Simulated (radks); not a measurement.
# Cd⁺ in [Kr] 4d10 5s1: an all-electron calculation

The task here is to estimate one member of a computed series from the others.

The numbers are computed with radks (a radial shooting solver on a logarithmic mesh, Libxc functionals) version 1 (Dirac Kohn-Sham, BP86, spin-unpolarised, spherical densities, finite nucleus), except any that are marked as measured or tabulated.

**The atom as given**

```
element            : cadmium (Z = 48)
charge             : +1
electrons          : 47
configuration      : [Kr] 4d10 5s1
nuclear rms radius : 4.6087 fm
```

Outer shells as boxes (Hund's rule):

Cd⁺
```
[Kr] core
4d [↑↓][↑↓][↑↓][↑↓][↑↓]
5s [↑ ]
```

The first run:

The run's settings:

```text
Z 48
configuration [Kr] 4d10 5s1 5p0 6s0 4f0 5d0
relativity Dirac
functional b88,p86
spin unpolarised
j_filling energy
nucleus finite rms 4.6087 fm
c 137.035999084
```

One table of the session follows, with a row left open; its other results are not shown here.

It belongs to the step «Radial structure». Radial moments (bohr):

```
level      <r>  outermost maximum (interpolated)  90 % within  nodes
1s1/2  0.03039                            0.0197       0.0546      0
2s1/2   0.1313                             0.111        0.203      1
2p1/2        ?                                 ?            ?      ?
2p3/2   0.1164                            0.0903        0.189      0
3s1/2   0.3581                             0.324        0.528      2
3p1/2   0.3494                             0.310        0.527      1
3p3/2   0.3604                             0.320        0.542      1
3d3/2   0.3327                             0.264        0.526      0
3d5/2   0.3362                             0.267        0.531      0
4s1/2   0.8790                             0.795         1.28      3
4p1/2   0.9391                             0.829         1.39      2
4p3/2   0.9702                             0.853         1.43      2
4d3/2    1.262                             0.975         2.01      1
4d5/2    1.281                             0.985         2.04      1
5s1/2    2.629                              2.23         3.88      4
5p1/2    3.316                              2.75         4.99      3
5p3/2    3.429                              2.85         5.15      3
```

**Question.** Estimate the row for 2p1/2.

The run gave: <r>: 0.1112; outermost maximum (interpolated): 0.0860; 90 % within: 0.182; nodes: 0. In the column «<r>» it lies between 1s1/2 (0.03039) and 2p3/2 (0.1164).

Caveats from the session: Spin polarisation and multiplet splitting are left out.
